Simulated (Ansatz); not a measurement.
**C₂H₅BBrF: up Jacob's ladder to CCSD(T)**

The task here is to estimate one member of a computed series from the others.

Program: Ansatz 0.2.0, Gaussian basis. Level of theory: functionals in def2-TZVPP, the program's frozen cores in correlated methods. These are calculated values, not measurements.

Plan: LDA (SPW92), PBE-D4, revPBE-D4, BLYP-D4, r2SCAN-D4, B97M-V, PBE0-D4, B3LYP-D4, r2SCANh-D4, r2SCAN0-D4, HSE06-D4, BHLYP-D4, CAM-B3LYP-D4, LC-ωPBE, ωB97X-V, ωB97M-V, B2PLYP, PBE-QIDH; CCSD(T)/def2-SVP; CCSD(T)/def2-TZVPP; MP2/def2-QZVPP; extrapolation to the limit; RPA on PBE.

## Structure used throughout

All runs share one geometry, relaxed beforehand with PBE0-D4 in a triple-zeta def2 set.

SMILES `CCB(F)Br`, 10 atoms, charge 0, spin multiplicity 1.

Atoms are counted from 1 here; the program's logs count them from 0.

Bond lengths: C1–C2 1.524 Å, C1–H6 1.092 Å, C1–H7 1.092 Å, C1–H8 1.092 Å, C2–B3 1.556 Å, C2–H9 1.097 Å, C2–H10 1.098 Å, B3–F4 1.317 Å, B3–Br5 1.928 Å. Angles: C2–C1–H6 111.4°, C2–C1–H7 111.4°, C2–C1–H8 111.2°, H6–C1–H7 107.2°, H6–C1–H8 107.7°, H7–C1–H8 107.7°, C1–C2–B3 115.4°, C1–C2–H9 111.1°, C1–C2–H10 111.1°, B3–C2–H9 107.4°, B3–C2–H10 107.3°, H9–C2–H10 103.7°, C2–B3–F4 122.3°, C2–B3–Br5 121.5°, F4–B3–Br5 116.2°.

The first run:

File in.yaml:

```yaml
crystal:
  periodic: [false, false, false]
  atoms:
    - {symbol: C, position_ang: [-1.216932, -0.359124, 0.029331]}
    - {symbol: C, position_ang: [0.294879, -0.456013, -0.137716]}
    - {symbol: B, position_ang: [1.079756, 0.863492, 0.112509]}
    - {symbol: F, position_ang: [0.480865, 1.985366, 0.453720]}
    - {symbol: Br, position_ang: [2.998484, 0.941301, -0.060446]}
    - {symbol: H, position_ang: [-1.647660, 0.369485, -0.660528]}
    - {symbol: H, position_ang: [-1.486489, -0.045452, 1.039890]}
    - {symbol: H, position_ang: [-1.698057, -1.320671, -0.159777]}
    - {symbol: H, position_ang: [0.560156, -0.810356, -1.141870]}
    - {symbol: H, position_ang: [0.717998, -1.219229, 0.527889]}
basis:
  gaussian: {orbitals: def2-TZVPP}
hamiltonian: {xc: lda}
output: {orbitals: {seedname: orbitals}}
```

Among the steps run: LDA; PBE-D4 (GGA); revPBE-D4 (GGA); BLYP-D4 (GGA); r2SCAN-D4 (meta-GGA); B97M-V (meta-GGA); PBE0-D4 (hybrid); B3LYP-D4 (hybrid); r2SCANh-D4 (hybrid); r2SCAN0-D4 (hybrid); HSE06-D4 (hybrid); BHLYP-D4 (hybrid); CAM-B3LYP-D4 (range-separated); LC-ωPBE-D4 (range-separated; the results give it without D4); ωB97X-V (range-separated); ωB97M-V (range-separated); B2PLYP (double hybrid); PBE-QIDH (double hybrid).

One of the session's tables, all rows but one given; the rest of the session is left out.

It belongs to the step «Frontier levels by functional». 

```
  functional  HOMO (eV)  gap (eV)
 LDA (SPW92)      -7.27      5.37
      PBE-D4      -7.11      5.49
   revPBE-D4      -7.05      5.54
     BLYP-D4      -6.94      5.47
   r2SCAN-D4      -7.43      6.17
      B97M-V      -7.51      6.33
     PBE0-D4      -8.43      7.80
    B3LYP-D4          ?         ?
  r2SCANh-D4      -7.91      7.00
  r2SCAN0-D4      -8.64      8.23
    HSE06-D4      -8.02      7.01
    BHLYP-D4      -9.59     10.05
CAM-B3LYP-D4      -9.78     10.29
     LC-ωPBE     -11.18     12.91
     ωB97X-V     -10.81     12.45
     ωB97M-V     -10.67     12.11
```

Estimate the missing values for B3LYP-D4.

Worked estimate for «HOMO (eV)». Against the share of exact exchange, BLYP-D4 (0, -6.94), BHLYP-D4 (0.5, -9.59) give a slope of -5.30 per unit share; at 0.2 the line stands at -8.00.

As computed: HOMO (eV): -8.16; gap (eV): 7.31. In «HOMO (eV)» the line misses by +0.16.
